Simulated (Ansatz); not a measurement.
# SiGeH₄+ (doublet): wave-function methods side by side, cc-pVDZ

One table from this session's results is given with a row withheld; the runs are named, their logs left out.

Method: cc-pVDZ, core rule «outside noble gas», up to 19 orbitals frozen; program: Ansatz 0.2.0, Gaussian basis.

Plan: UHF; CCSD(T) on ROHF; CCSD(T) on UHF; BCCD(T) on ROHF; CISD; CCSDT(Q) on ROHF; CCSDT(Q) on UHF; CASSCF and MRCISD+Q, 9 electrons in 9 orbitals; CASSCF and NEVPT2, 9 electrons in 9 orbitals.

24 further runs of the same task are left out: 8 that didn't finish, 16 set aside as unsound or not needed.

## What is computed

The geometry is a PBE0/def2-TZVP stationary point (not a proven minimum) of the parent state, kept for this charge and spin. No spin-orbit coupling is included. The filled d shell of Ge may be among the frozen orbitals whatever the setting's name suggests; the logs give the count.

6 atoms, charge 1, spin multiplicity 2.

Atoms are counted from 1 here; the program's logs count them from 0.

Bond lengths: Si1–Ge2 2.366 Å, Si1–H3 1.488 Å, Si1–H4 1.484 Å, Si1–H5 1.488 Å, Ge2–H6 1.547 Å. Angles: Ge2–Si1–H3 111.3°, Ge2–Si1–H4 106.3°, Ge2–Si1–H5 111.3°, H3–Si1–H4 109.5°, H3–Si1–H5 108.9°, H4–Si1–H5 109.5°, Si1–Ge2–H6 123.7°.

The first run:

in.yaml reads:

```yaml
crystal:
  periodic: [false, false, false]
  atoms:
    - {symbol: Si, position_ang: [0.000000, -0.042075, 1.656707]}
    - {symbol: Ge, position_ang: [0.000000, 0.034653, -0.708040]}
    - {symbol: H, position_ang: [1.210792, -0.734227, 2.175626]}
    - {symbol: H, position_ang: [0.000000, 1.368169, 2.119977]}
    - {symbol: H, position_ang: [-1.210792, -0.734227, 2.175626]}
    - {symbol: H, position_ang: [0.000000, -1.224668, -1.607285]}
basis:
  gaussian: {orbitals: cc-pVDZ}
total_charge: 1
magnetization: {spin_polarized: true, initial_magnetization: 1}
hamiltonian: {xc: hf}
output: {orbitals: {seedname: orbitals}}
```

The run is started by

```sh
$ ansatz run in.yaml --threads 1 --pin off --events-out ev --progress --plain --max-ram 2393MiB
```

Steps of the session up to this table: UHF; CCSD(T) on ROHF; CCSD(T) on UHF; BCCD(T) on ROHF; CISD; CCSDT(Q) on ROHF; CCSDT(Q) on UHF; CASSCF and MRCISD+Q, 9 electrons in 9 orbitals; CASSCF and NEVPT2, 9 electrons in 9 orbitals.

One table of the session follows, with a row left open; its other results are not shown here.

| method | from UCCSDT(Q) (meV) |
| --- | --- |
| ROHF | +5631.4 |
| UHF | +5565.0 |
| RMP2 | +1330.6 |
| UMP2 | +1325.6 |
| CISD | +607.2 |
| RCCSD | +173.1 |
| UCCSD | +167.3 |
| RCCSD(T) | +41.3 |
| UCCSD(T) | +37.5 |
| BCCD(T) | +40.7 |
| RCCSDT | +9.1 |
| UCCSDT | +5.1 |
| RCCSDT(Q) | +4.2 |
| UCCSDT(Q) | 0 |
| CASSCF frontier | +4011.8 |
| MRCISD frontier | ? |
| MRCISD+Q frontier | +37.5 |

Estimate the missing values for MRCISD frontier.

As computed: from UCCSDT(Q) (meV): +343.1. In the column «from UCCSDT(Q) (meV)» it lies between RCCSD (+173.1) and CISD (+607.2).

Not comparable, so not listed: CASSCF and NEVPT2, 9 electrons in 9 orbitals (they don't share determinant, frozen orbitals or solution with the rows shown, or repeat one).

Caveats from the session: Restricted and unrestricted rows rest on different reference determinants; where their highest levels disagree by more than a few hundredths of an eV, they describe different states and don't form one ladder. Warnings in the runs' records: passed over end.
